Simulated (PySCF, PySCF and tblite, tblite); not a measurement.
# C₅H₃F₃N₂: telling isomers apart by computed NMR, part 2 of 2

PySCF and tblite. Atoms count from 0. The steps go on from the part before.

## (10) Boltzmann average, isomer C: properties at PBE0/pcSseg-1

What the job is given:

```
{"job": {"study": "conf", "smiles": "FC(F)(F)c1ccncn1", "search": {"seed": 5923, "n_embed": 45, "ff_keep": 10, "window": 2.5, "nmax": 6, "temps": [250, 298.15, 350], "t_ref": 298.15, "order": 0.002}, "level": {"nmr": {"xc": "PBE0", "basis": "pcSseg-1"}}, "kind": "conf"}, "charge": 0, "multiplicity": 1}
F      2.476981    -0.878094    -0.927340
C      1.958308    -0.158673     0.073699
F      2.492465     1.069667    -0.019007
F      2.409053    -0.686777     1.216924
C      0.443835    -0.122293     0.022651
C     -0.255336     1.069917    -0.100874
C     -1.641159     0.945887    -0.133550
N     -2.244646    -0.225881    -0.052553
C     -1.476333    -1.293145     0.062666
N     -0.157100    -1.299766     0.104438
H      0.242616     2.022698    -0.166636
H     -2.284616     1.810522    -0.227339
H     -1.968457    -2.253577     0.129192
```

What it wrote:

```text
conformer  sym    E(xTB)   E(DFT)   G(298.15 K)  weight  dipole/D
    1     Cs      0.000    0.000    0.000   1.0000    2.569

mean shielding (ppm) by class
class atoms           250 K   298.15 K      350 K
  0 F  0,2,3        255.684    255.684    255.684
  1 C  1             56.956     56.956     56.956
  2 C  4             23.297     23.297     23.297
  3 C  5             63.203     63.203     63.203
  4 C  6             21.438     21.438     21.438
  5 N  7            -77.289    -77.289    -77.289
  6 C  8             21.219     21.219     21.219
  7 N  9            -62.181    -62.181    -62.181
  8 H  10            23.888     23.888     23.888
  9 H  11            22.386     22.386     22.386
 10 H  12            21.928     21.928     21.928
```

It took 23 s on 1 thread of Arm Neoverse V1, shared host. This counts the runs that the step sums up.

The search (ETKDG and KDG, MMFF94s, GFN2-xTB) embedded 45 structures, kept 2 distinct ones after the force field and 1 after xTB; 1 was carried on (window 2.5 kcal/mol at the search's own energies). Energies: PBE0/pcSseg-1 with D3(BJ).

Conformer by conformer (298 K):

| no. | group | mirror pair | ΔE xTB | ΔE DFT | ΔG | weight (%) | μ (D) | A, B, C (GHz) |
| --- | --- | --- | --- | --- | --- | --- | --- | --- |
| 1 | Cs | no | 0.00 | 0.00 | 0.00 | 100.0 | 2.57 | 3.01, 0.97, 0.84 |

Energies in kcal/mol. ΔG holds xTB vibrations and rotation, symmetry numbers and mirror pairs.

Shifts against references run at the same level (¹³C TMS 186.9, ¹⁹F CFCl3 170.9, ¹⁵N NH3 267.7, ¹H TMS 31.72 ppm of shielding), by class of atoms, at 298 K:

| atoms | environment | average |
| --- | --- | --- |
| C8 | aromatic CH between two ring heteroatoms | 165.7 |
| C6 | aromatic CH next to a ring nitrogen | 165.5 |
| C4 | substituted aromatic carbon next to a ring nitrogen | 163.6 |
| C1 | CF3 carbon | 130.0 |
| C5 | aromatic CH | 123.7 |
| H12 | hydrogen on an aromatic CH between two ring heteroatoms | 9.79 |
| H11 | hydrogen on an aromatic CH next to a ring nitrogen | 9.33 |
| H10 | hydrogen on an aromatic CH | 7.83 |
| F0, F2, F3 | fluorine of a CF3 group | -84.7 |
| N7 | pyridine-type ring nitrogen | 345.0 |
| N9 | pyridine-type ring nitrogen | 329.9 |

Effective distances for nuclear Overhauser effects, ⟨r⁻⁶⟩^(−1/6) over all pairs of two classes (Å): H10···H11 2.54.

## (11) Shieldings, isomer B, conformer 1: B97-D/pcSseg-1 in dichloromethane

What the job is given:

```
{"job": {"xc": "B97-D", "basis": "pcSseg-1", "solvent": "dichloromethane", "kind": "nmr", "pop": false}, "charge": 0, "multiplicity": 1}
F     -2.067085     1.238662    -1.145895
C     -1.820658     0.457470    -0.084913
F     -2.214688     1.130494     1.001257
F     -2.600705    -0.622446    -0.199572
C     -0.367079     0.084501    -0.007361
C      0.544949     0.880534     0.676617
N      1.828814     0.555734     0.722706
C      2.207254    -0.550138     0.093410
N      1.405899    -1.366532    -0.579994
C      0.118766    -1.056491    -0.636094
H      0.235513     1.783386     1.193193
H      3.261024    -0.809227     0.133629
H     -0.536393    -1.725461    -1.184712
```

What it wrote:

```text
coarse grid: 12672 points
cycle   1  E = -600.7195320195  dE =  1.734e+00  |g| = 1.025e+00  |ddm| = 3.642e+00
cycle   2  E = -600.2989562208  dE =  4.206e-01  |g| = 1.927e+00  |ddm| = 2.222e+00
cycle   3  E = -600.8836745775  dE = -5.847e-01  |g| = 1.637e-01  |ddm| = 1.509e+00
cycle   4  E = -600.8871048158  dE = -3.430e-03  |g| = 1.157e-01  |ddm| = 2.501e-01
cycle   5  E = -600.8905565307  dE = -3.452e-03  |g| = 1.964e-02  |ddm| = 1.361e-01
cycle   6  E = -600.8906391789  dE = -8.265e-05  |g| = 7.159e-03  |ddm| = 2.418e-02
cycle   7  E = -600.8906503591  dE = -1.118e-05  |g| = 1.801e-03  |ddm| = 6.866e-03
cycle   8  E = -600.8906510340  dE = -6.749e-07  |g| = 4.934e-04  |ddm| = 1.476e-03
final grid: 128952 points
cycle   9  E = -600.9445260820  dE = -7.659e-05  |g| = 3.141e-02  |ddm| = 5.657e-02
cycle  10  E = -600.9442621658  dE =  2.639e-04  |g| = 5.265e-02  |ddm| = 5.115e-02
cycle  11  E = -600.9446624064  dE = -4.002e-04  |g| = 3.315e-03  |ddm| = 3.258e-02
cycle  12  E = -600.9446648346  dE = -2.428e-06  |g| = 1.027e-03  |ddm| = 4.176e-03
cycle  13  E = -600.9446650830  dE = -2.484e-07  |g| = 3.662e-04  |ddm| = 1.159e-03
cycle  14  E = -600.9446651139  dE = -3.086e-08  |g| = 9.189e-05  |ddm| = 3.873e-04
cycle  15  E = -600.9446651155  dE = -1.633e-09  |g| = 3.506e-05  |ddm| = 1.088e-04
cycle  16  E = -600.9446651158  dE = -2.622e-10  |g| = 5.118e-06  |ddm| = 2.930e-05
converged SCF energy = -600.9446651158

GIAO shielding tensors (ppm)
atom      isotropic    diamagn.    paramagn.     s11        s22        s33       span
  0 F      226.058     474.039    -247.981    146.010    224.668    307.495    161.485
  1 C       47.695     242.429    -194.735     38.658     47.809     56.618     17.960
  2 F      251.758     474.167    -222.410    180.302    242.053    332.918    152.615
  3 F      252.132     474.151    -222.019    180.537    242.750    333.109    152.572
  4 C       54.764     270.615    -215.851    -41.331     47.023    158.600    199.931
  5 C       26.838     248.565    -221.727    -74.912      9.081    146.344    221.255
  6 N      -54.692     332.268    -386.961   -310.476   -146.305    292.704    603.180
  7 C       19.405     254.113    -234.709    -70.073     10.927    117.359    187.432
  8 N      -54.691     332.268    -386.959   -310.470   -146.278    292.675    603.145
  9 C       26.873     248.544    -221.671    -74.826      9.089    146.356    221.182
 10 H       22.491      30.772      -8.281     18.045     20.755     28.673     10.628
 11 H       21.981      28.211      -6.229     17.339     23.419     25.186      7.848
 12 H       22.491      30.777      -8.286     18.039     20.762     28.672     10.632
```

Wall time 19 s (1 thread of Arm Neoverse V1, shared host).

This run: HOMO -6.25 eV, LUMO -2.47 eV; dipole 0.11 D.

## (12) The ensemble, isomer B: properties at B97-D/pcSseg-1 in dichloromethane

What the job is given:

```
{"job": {"study": "conf", "smiles": "FC(F)(F)c1cncnc1", "search": {"seed": 5923, "n_embed": 45, "ff_keep": 10, "window": 2.5, "nmax": 6, "temps": [250, 298.15, 350], "t_ref": 298.15, "order": 0.002}, "level": {"nmr": {"xc": "B97-D", "basis": "pcSseg-1", "solvent": "dichloromethane"}, "alter": {"geometry": "GFN1-xTB"}, "change": "B97-D/pcSseg-1; solvent dichloromethane; GFN1-xTB geometries"}, "kind": "conf"}, "charge": 0, "multiplicity": 1}
F     -2.067085     1.238662    -1.145895
C     -1.820658     0.457470    -0.084913
F     -2.214688     1.130494     1.001257
F     -2.600705    -0.622446    -0.199572
C     -0.367079     0.084501    -0.007361
C      0.544949     0.880534     0.676617
N      1.828814     0.555734     0.722706
C      2.207254    -0.550138     0.093410
N      1.405899    -1.366532    -0.579994
C      0.118766    -1.056491    -0.636094
H      0.235513     1.783386     1.193193
H      3.261024    -0.809227     0.133629
H     -0.536393    -1.725461    -1.184712
```

What it wrote:

```text
conformer  sym    E(xTB)   E(DFT)   G(298.15 K)  weight  dipole/D
    1     Cs      0.000    0.000    0.000   1.0000    0.105

mean shielding (ppm) by class
class atoms           250 K   298.15 K      350 K
  0 F  0,2,3        243.316    243.316    243.316
  1 C  1             47.695     47.695     47.695
  2 C  4             54.764     54.764     54.764
  3 C  5,9           26.855     26.855     26.855
  4 N  6,8          -54.692    -54.692    -54.692
  5 C  7             19.405     19.405     19.405
  6 H  10,12         22.491     22.491     22.491
  7 H  11            21.982     21.982     21.982
```

Run time: 19 s. Hardware: 1 thread of Arm Neoverse V1, shared host. This counts the runs that the step sums up.

Against the first level, at 298 K (shieldings, ppm; largest changes first):

```csv
atoms,PBE0/pcSseg-1,B97-D/pcSseg-1 in dichloromethane,change
"N6, N8",-66.9,-54.7,+12.2
C1,54.2,47.7,-6.5
"F0, F2, F3",248.3,243.3,-5.0
"C5, C9",25.8,26.9,+1.1
C4,55.5,54.8,-0.7
C7,19.3,19.4,+0.1
"H10, H12",22.39,22.49,+0.10
H11,21.91,21.98,+0.07
```

Weights: from PBE0/pcSseg-1 energies 1: 100 %; from B97-D/pcSseg-1 in dichloromethane energies 1: 100 % (with a dispersion term where the level has one and the same thermal terms, so they don't follow from the SCF energies alone). Times: 25 s and 19 s.

## (13) Assigning the signals

What the job is given:

```
{"job": {"study": "set", "relation": "regioisomers", "members": [{"smiles": "[F:1][C:2]([F:3])([F:4])[c:5]1[n:6][cH:7][cH:8][cH:9][n:10]1"}, {"smiles": "[F:1][C:2]([F:3])([F:4])[c:5]1[cH:6][n:7][cH:8][n:9][cH:10]1"}, {"smiles": "[F:1][C:2]([F:3])([F:4])[c:5]1[cH:6][cH:7][n:8][cH:9][n:10]1"}], "charge": 0, "search": {"seed": 5923, "n_embed": 45, "ff_keep": 10, "window": 2.5, "nmax": 6, "temps": [250, 298.15, 350], "t_ref": 298.15, "order": 0.002}, "level": {"nmr": {"xc": "PBE0", "basis": "pcSseg-1"}}, "dp4": {"C": [2.0, 10], "H": [0.2, 10]}, "second_levels": [{"nmr": {"xc": "B97-D", "basis": "pcSseg-1", "solvent": "dichloromethane"}, "wide": true, "alter": {"geometry": "GFN1-xTB"}, "change": "B97-D/pcSseg-1; solvent dichloromethane; GFN1-xTB geometries"}], "kind": "set"}, "charge": 0, "multiplicity": 1}
F      2.709293     1.068487    -0.518369
C      2.174214    -0.003647     0.071073
F      2.705814    -1.079835    -0.514081
F      2.601102    -0.001733     1.344632
C      0.658808    -0.001239     0.004423
N      0.072193     1.180438    -0.009814
C     -1.250595     1.181914    -0.048424
C     -1.984197     0.003412    -0.070943
C     -1.254759    -1.177650    -0.046454
N      0.068036    -1.180848    -0.007819
H     -1.717942     2.157149    -0.060952
H     -3.060821     0.005275    -0.103655
H     -1.725534    -2.151238    -0.057343
```

What it wrote:

```text
isomer  G rel   conformers  SMILES
A     1.350      1   FC(F)(F)c1ncccn1
B     0.000      1   FC(F)(F)c1cncnc1
C     0.017      1   FC(F)(F)c1ccncn1

signals of isomer B at the second level: probabilities [0.0, 1.0, 0.0]
```

Wall time 99 s (1 thread of Arm Neoverse V1, shared host). This counts the whole study up to here.

The 3 candidates (regioisomers), with energies and dipoles from their ensembles above, at 298 K; shieldings at PBE0/pcSseg-1:

```
isomer            SMILES  conformers    ΔE    ΔG  μ rms (D)
     A  FC(F)(F)c1ncccn1           1  1.44  1.35       5.01
     B  FC(F)(F)c1cncnc1           1  0.00  0.00       0.34
     C  FC(F)(F)c1ccncn1           1  0.11  0.02       2.57
```

Energies in kcal/mol.

The signals of isomer B, computed at a second level (B97-D/pcSseg-1 in dichloromethane on GFN1-xTB geometries), stand in for a spectrum. The test takes 5 C values, 3 H values (hydrogens on carbon alone). Each candidate's shieldings are matched to them as sorted lists by a straight-line fit, or by a shift alone where signals are few or close (slope 1; a small slope inflates the errors), and the errors are weighed by Student-t tails (C: width 2.0 ppm, H: width 0.2 ppm).

```csv
candidate,C slope,C mean error,C largest,H slope,H mean error,H largest,P(C),P(H),P(all)
A,1.24,3.4,4.2,1.00,0.68,1.02,0.3,0.0,0.0
B,1.12,1.7,3.5,1.00,0.01,0.01,89.9,100.0,100.0
C,1.35,2.4,3.9,1.00,0.66,0.98,9.8,0.0,0.0
```

Errors in ppm, probabilities in per cent.

## (14) What came out

What follows sums up all 2 parts.

| quantity | value |
| --- | --- |
| conformers, isomer A | 1; the first in weight is no. 1 (Cs), 100 % at 298 K |
| root-mean-square dipole, isomer A | 5.01 D |
| averaged ¹³C shifts, isomer A (PBE0/pcSseg-1) | 164.3, 164.2, 129.1, 128.0 ppm |
| averaged ¹H shifts, isomer A (PBE0/pcSseg-1) | 9.23, 7.45 ppm |
| averaged ¹⁹F shifts, isomer A (PBE0/pcSseg-1) | -83.5 ppm |
| conformers, isomer B | 1; the first in weight is no. 1 (Cs), 100 % at 298 K |
| root-mean-square dipole, isomer B | 0.34 D |
| averaged ¹³C shifts, isomer B (PBE0/pcSseg-1) | 167.6, 161.1, 132.7, 131.5 ppm |
| averaged ¹H shifts, isomer B (PBE0/pcSseg-1) | 9.81, 9.32 ppm |
| averaged ¹⁹F shifts, isomer B (PBE0/pcSseg-1) | -77.4 ppm |
| conformers, isomer C | 1; the first in weight is no. 1 (Cs), 100 % at 298 K |
| root-mean-square dipole, isomer C | 2.57 D |
| averaged ¹³C shifts, isomer C (PBE0/pcSseg-1) | 165.7, 165.5, 163.6, 130.0, 123.7 ppm |
| averaged ¹H shifts, isomer C (PBE0/pcSseg-1) | 9.79, 9.33, 7.83 ppm |
| averaged ¹⁹F shifts, isomer C (PBE0/pcSseg-1) | -84.7 ppm |
| lowest in free energy | B, C, within 0.5 kcal/mol of one another |
| signals of B (B97-D/pcSseg-1 in dichloromethane on GFN1-xTB geometries) | best fit B, 100 % |

In words: The search found one conformer for isomer A in the window, so the averages are its own values. The search found one conformer for isomer B in the window, so the averages are its own values. The search found one conformer for isomer C in the window, so the averages are its own values. Between PBE0/pcSseg-1 and B97-D/pcSseg-1 in dichloromethane, N6 of isomer B changes most, by 12.2 ppm of raw shielding (the geometries differ too). The test names the right isomer, B, with 100 %. The stand-in spectrum is computed, so it shares conformers and some errors with the candidates; a measured one would test harder.
